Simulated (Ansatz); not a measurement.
# FHMoO₃: Born-Oppenheimer dynamics

Aim: follow FHMoO₃ for 30 steps with a Langevin thermostat (1000 K) and see how far bonds stretch and how energy moves between motion and potential.

Computed with Ansatz 0.2.0, Gaussian basis. Level: BLYP/def2-SVP.

## (1) The relaxed structure

The structure was relaxed beforehand with PBE0-D4 in a triple-zeta def2 set. Mo takes the def2 core potential; no spin-orbit term is included.

SMILES `[O]=[Mo](=[O])([OH])[F]`, 6 atoms, charge 0, spin multiplicity 1.

Atoms are counted from 1 here; the program's logs count them from 0.

Bond lengths: O1–Mo2 1.669 Å, Mo2–O3 1.670 Å, Mo2–O4 1.860 Å, Mo2–F5 1.844 Å, O4–H6 0.961 Å. Angles: O1–Mo2–O3 107.9°, O1–Mo2–O4 108.8°, O1–Mo2–F5 110.0°, O3–Mo2–O4 110.0°, O3–Mo2–F5 109.7°, O4–Mo2–F5 110.4°, Mo2–O4–H6 124.6°.

## (2) Dynamics

in.yaml

```yaml
crystal:
  periodic: [false, false, false]
  atoms:
    - {symbol: O, position_ang: [0.806817, -1.223136, 1.266281]}
    - {symbol: Mo, position_ang: [0.323081, -0.310876, -0.045245]}
    - {symbol: O, position_ang: [-0.557262, -1.300042, -1.062180]}
    - {symbol: O, position_ang: [-0.742648, 1.088452, 0.559150]}
    - {symbol: F, position_ang: [1.798648, 0.343043, -0.936307]}
    - {symbol: H, position_ang: [-1.586434, 1.338560, 0.172301]}
basis:
  gaussian: {orbitals: def2-SVP}
hamiltonian: {xc: {name: BLYP}}
md: {timestep: 0.5 fs, n_steps: 30, ensemble: nvt_langevin, temperature: 1000, initial_velocities: maxwell_boltzmann, friction: 0.01, seed: 112}
```

Run with:

```console
$ ansatz run in.yaml --threads 4 --pin off --events-out ev --progress --plain --max-ram 10444MiB
```

The program printed, shortened:

```text
Functional definition: BLYP
  name "BLYP"
  cite "Becke, Phys. Rev. A 38, 3098 (1988) doi:10.1103/PhysRevA.38.3098"
  cite "Lee, Yang & Parr, Phys. Rev. B 37, 785 (1988) doi:10.1103/PhysRevB.37.785"
[...]
938 factors; their error is unknown
[...]
mean field -10727.16666733 eV, -394.2161038896 hartree, gradient 1.4e-5 eV, S^2 0.000000; 0 other end points of the search recorded, 0 dependent functions left out
[...]
reference -10727.16705070 eV, -394.2161179782 hartree; 24, 24 occupied and 68, 68 virtual orbitals, 938 factors
md step     0: t =     0.00 fs  T =   833.3 K  F+E_penalty+E_count = -10727.16666733 eV  E_kin = 0.646300 eV  (32 SCF iters)
[...]
md step     7: t =     3.50 fs  T =   738.2 K  F+E_penalty+E_count = -10727.02950435 eV  E_kin = 0.572519 eV  (33 SCF iters)
[...]
md step    14: t =     7.00 fs  T =   649.5 K  F+E_penalty+E_count = -10727.06897110 eV  E_kin = 0.503751 eV  (34 SCF iters)
[...]
md step    21: t =    10.50 fs  T =   999.9 K  F+E_penalty+E_count = -10727.15683519 eV  E_kin = 0.775502 eV  (34 SCF iters)
[...]
md step    28: t =    14.00 fs  T =  1110.8 K  F+E_penalty+E_count = -10727.09688105 eV  E_kin = 0.861461 eV  (36 SCF iters)
[...]
md step    29: t =    14.50 fs  T =  1118.4 K  F+E_penalty+E_count = -10727.09697442 eV  E_kin = 0.867376 eV  (35 SCF iters)
[...]
md step    30: t =    15.00 fs  T =  1094.9 K  F+E_penalty+E_count = -10727.08877200 eV  E_kin = 0.849177 eV  (33 SCF iters)
Total energy: -10727.08915799 eV, -394.2132554741 hartree
Atom 0 at     0.735495    -1.228417     1.336574 Å, force    -0.524305     0.614086    -1.468145 eV/Å
Atom 1 at     0.301321    -0.308782    -0.072201 Å, force    -0.463139    -0.670021     1.291614 eV/Å
Atom 2 at    -0.517139    -1.337970    -1.207872 Å, force     0.488869     0.989310     1.064780 eV/Å
Atom 3 at    -0.586001     1.247981     0.640210 Å, force     0.101628    -0.675808    -0.584298 eV/Å
Atom 4 at     1.887509     0.284113    -0.823969 Å, force     0.188541     0.063020    -0.241656 eV/Å
Atom 5 at    -1.356669     1.797843     0.372505 Å, force     0.208406    -0.320587    -0.062294 eV/Å
Dipole moment:    -0.393646     0.570646    -0.108883 e Å
```

It took 26 s on 4 threads of Arm Neoverse V2, shared host.

## (3) Frames and traces

Every 2 steps, with energies from the start:

```csv
time (fs),T (K),potential (meV),Mo2–O3 (Å)
0.0,833,0.0,1.670
1.0,865,24.9,1.658
2.0,824,73.6,1.647
3.0,730,123.2,1.638
4.0,732,141.1,1.633
5.0,712,129.1,1.633
6.0,651,108.1,1.635
7.0,650,97.7,1.639
8.0,763,90.6,1.645
9.0,872,60.8,1.655
10.0,959,20.0,1.667
11.0,1077,11.6,1.679
12.0,1109,36.2,1.692
13.0,1272,65.5,1.707
14.0,1111,69.8,1.722
15.0,1095,77.9,1.737
```

Positions (Å) and forces (eV/Å) at 15.0 fs:

```xyz
6

O     0.735   -1.228    1.337   -0.524    0.614   -1.468
Mo    0.301   -0.309   -0.072   -0.463   -0.670    1.292
O    -0.517   -1.338   -1.208    0.489    0.989    1.065
O    -0.586    1.248    0.640    0.102   -0.676   -0.584
F     1.888    0.284   -0.824    0.189    0.063   -0.242
H    -1.357    1.798    0.373    0.208   -0.321   -0.062
```

## (4) Results

```
                         quantity                            value
                           length               30 steps of 0.5 fs
temperature, first and last frame                      833, 1095 K
         temperature, second half  mean 1002 K, from 682 to 1272 K
           swing of the potential                          141 meV
                  range of Mo2–O3                 1.633 to 1.737 Å
```

What this shows: The temperature starts at 833 K and ranges from 650 to 1272 K; in so small a system it swings widely. The first value differs from the one set because the log counts other degrees of freedom than the draw of velocities did. Mo2–O3 swings most, by 0.10 Å; no bond breaks. A run of 15 fs gives no averages.
